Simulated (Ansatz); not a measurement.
# SiHCl2O2 (SMILES [O][Si](O)(Cl)Cl): UCCSD(T)/cc-pVDZ

What is the electronic atomisation energy of SiHCl2O2 at UCCSD(T)/cc-pVDZ? 

Program for the calculation: Ansatz 0.2.0.

58 further runs of the same task are left out: 7 that didn't finish, 51 set aside as unsound or not needed. Runs told in other sessions of the task aren't counted.

### 1 The molecule

SiHCl2O2: 6 atoms, total charge 0, spin state doublet. SMILES: `[O][Si](O)(Cl)Cl`. The shape is that of a PBE0-D4/def2-TZVP optimisation. This is one conformer, not always the lowest.

Bond lengths: O1–Si2 1.648 Å, Si2–O3 1.616 Å, Si2–Cl4 2.015 Å, Si2–Cl5 2.031 Å, O3–H6 0.960 Å. Angles: O1–Si2–O3 113.7°, O1–Si2–Cl4 113.2°, O1–Si2–Cl5 98.7°, O3–Si2–Cl4 105.7°, O3–Si2–Cl5 114.0°, Cl4–Si2–Cl5 111.7°, Si2–O3–H6 117.6°.

### 2 The energy at UCCSD(T)/cc-pVDZ

job.yaml

```yaml
crystal:
  periodic: [false, false, false]
  atoms:
    - {symbol: O, position_ang: [-1.226100, 0.180900, 1.211600]}
    - {symbol: Si, position_ang: [-0.270900, 0.041200, -0.123700]}
    - {symbol: O, position_ang: [1.051900, -0.855800, 0.114900]}
    - {symbol: Cl, position_ang: [-1.218400, -0.789200, -1.696000]}
    - {symbol: Cl, position_ang: [0.111400, 2.012000, -0.434200]}
    - {symbol: H, position_ang: [1.594100, -0.653200, 0.881200]}
basis:
  gaussian: {orbitals: cc-pVDZ}
magnetization: {spin_polarized: true, initial_magnetization: 1}
scf: {omitted_lower_state_checks: [cluster_reference, increment]}
accuracy: high
correlation: {method: ccsd_t, frozen_orbitals: {Cl: 5, H: 0, O: 1, Si: 5}}
```

Launch:

```
$ ansatz run job.yaml --threads 1 --pin off --max-ram 3480MiB --events-out events.jsonl --progress --plain --runs-dir runs
```

Output:

```text
Warning: RAYON_NUM_THREADS=1 ignored (pool sized by the plan → 1); use --threads N
[... 14 lines left out ...]
17 core orbitals not correlated: weight in the atoms' cores, before any rotation towards them, 1.000 or more for the frozen orbitals, at most 0.000 for the correlated occupied ones
[... 38 lines left out ...]
Total energy: -36983.69236131 eV, -1359.1256258310 hartree
Checks for a lower state left out: cluster_reference, increment
```

Wall time 1.7 min (1 thread of Arm Neoverse V2, shared host); peak memory 0.8 GiB.

### 3 The Cl atom

molecule.yaml

```yaml
crystal:
  periodic: [false, false, false]
  atoms:
    - {symbol: Cl, position_ang: [0.000000, 0.000000, 0.000000]}
basis:
  gaussian:
    orbitals: cc-pVDZ
magnetization:
  spin_polarized: true
  initial_magnetization: 1
correlation:
  method: ccsd_t
  frozen_orbitals: {Cl: 5}
accuracy: high
scf:
  omitted_lower_state_checks: [cluster_reference, increment]
```

Launch:

```
$ ansatz run molecule.yaml --threads 1 --pin off --max-ram 3480MiB --events-out events.jsonl --progress --plain --runs-dir runs
```

Output:

```text
Warning: RAYON_NUM_THREADS=1 ignored (pool sized by the plan → 1); use --threads N
[... 13 lines left out ...]
5 core orbitals not correlated: weight in the atoms' cores, before any rotation towards them, 1.000 or more for the frozen orbitals, at most 0.000 for the correlated occupied ones
[... 17 lines left out ...]
Total energy: -12506.32299317 eV, -459.5988929088 hartree
Checks for a lower state left out: cluster_reference, increment
```

Run time: 0.24 s. Hardware: 1 thread of Arm Neoverse V2, shared host.

### 4 The H atom: a single-point energy at UHF/cc-pVDZ

in.yaml

```yaml
crystal:
  periodic: [false, false, false]
  atoms:
    - {symbol: H, position_ang: [0.000000, 0.000000, 0.000000]}
basis:
  gaussian: {orbitals: cc-pVDZ}
magnetization: {spin_polarized: true, initial_magnetization: 1}
hamiltonian: {xc: hf}
accuracy: high
```

Launch:

```
$ ansatz run in.yaml --threads 1 --pin off --max-ram 3480MiB --events-out events.jsonl --progress --plain --runs-dir runs
```

Output:

```text
Warning: RAYON_NUM_THREADS=1 ignored (pool sized by the plan → 1); use --threads N
Functional definition: HF
  name "HF"
  exchange = exact_x
  correlation = 0
15 factors; integrals over basis functions are off by at most 4.6e-8 eV
mean field evaluation 1: about -13.5522 eV, gradient 1.6e0 eV
mean field evaluation 2: about -13.5522 eV, gradient 1.6e0 eV
mean field evaluation 4: about -13.5861 eV, gradient 1.4e-4 eV
mean field evaluation 8: about -13.5861 eV, gradient 4.9e-14 eV
mean field -13.58605748 eV, -0.4992784034 hartree, gradient 1.6e-10 eV, S^2 0.750000; 0 other end points of the search recorded, 0 dependent functions left out
reference -13.58605748 eV, -0.4992784034 hartree; 1, 0 occupied and 4, 5 virtual orbitals, 15 factors
Total energy: -13.58605748 eV, -0.4992784034 hartree
```

Run time: 0.04 s. Hardware: 1 thread of Arm Neoverse V2, shared host.

### 5 The O atom

job.yaml

```yaml
crystal:
  periodic: [false, false, false]
  atoms:
    - {symbol: O, position_ang: [0.000000, 0.000000, 0.000000]}
basis:
  gaussian:
    orbitals: cc-pVDZ
magnetization:
  spin_polarized: true
  initial_magnetization: 2
correlation:
  method: ccsd_t
  frozen_orbitals: {O: 1}
accuracy: high
scf:
  omitted_lower_state_checks: [cluster_reference, increment]
```

Run the same way, it converges to -74.90995 Eh (log not shown).

### 6 The Si atom at the same level

run.yaml

```yaml
crystal:
  periodic: [false, false, false]
  atoms:
    - {symbol: Si, position_ang: [0.000000, 0.000000, 0.000000]}
basis:
  gaussian:
    orbitals: cc-pVDZ
magnetization:
  spin_polarized: true
  initial_magnetization: 2
accuracy: high
scf:
  omitted_lower_state_checks: [cluster_reference, increment]
correlation:
  method: ccsd_t
  frozen_orbitals: {Si: 5}
```

Run the same way, it converges to -288.91509 Eh (log not shown).

### 7 What came out

Level: UCCSD(T)/cc-pVDZ, 17 core orbitals frozen.

```
                                              quantity           value
                                molecule: total energy  -1359.12563 Eh
molecule: correlation energy (17 core orbitals frozen)      -733.5 mEh
                              molecule: (T) correction      -15.53 mEh
           molecule: ⟨S²⟩ of the reference determinant           0.755
                               molecule: T1 diagnostic           0.014
                                 Cl atom: total energy   -459.59889 Eh
  Cl atom: correlation energy (5 core orbitals frozen)      -127.7 mEh
                               Cl atom: (T) correction       -1.15 mEh
            Cl atom: ⟨S²⟩ of the reference determinant           0.756
                                Cl atom: T1 diagnostic           0.005
                                  H atom: total energy     -0.49928 Eh
                                          H atom: ⟨S²⟩           0.750
                                  O atom: total energy    -74.90995 Eh
    O atom: correlation energy (1 core orbital frozen)      -117.8 mEh
                                O atom: (T) correction       -0.75 mEh
             O atom: ⟨S²⟩ of the reference determinant           2.004
                                 O atom: T1 diagnostic           0.003
                                 Si atom: total energy   -288.91509 Eh
  Si atom: correlation energy (5 core orbitals frozen)       -65.0 mEh
                               Si atom: (T) correction       -1.00 mEh
            Si atom: ⟨S²⟩ of the reference determinant           2.011
                                Si atom: T1 diagnostic           0.010
                         electronic atomisation energy       18.873 eV
```

**Reading.** Taking the molecule apart into free atoms costs 18.87 eV (1821 kJ/mol), before zero-point energy and without spin-orbit coupling. The triples (molecule) make up 2.1 % of the correlation energy. The triples (Cl atom) make up 0.9 % of the correlation energy. The triples (O atom) make up 0.6 % of the correlation energy. The triples (Si atom) make up 1.5 % of the correlation energy.
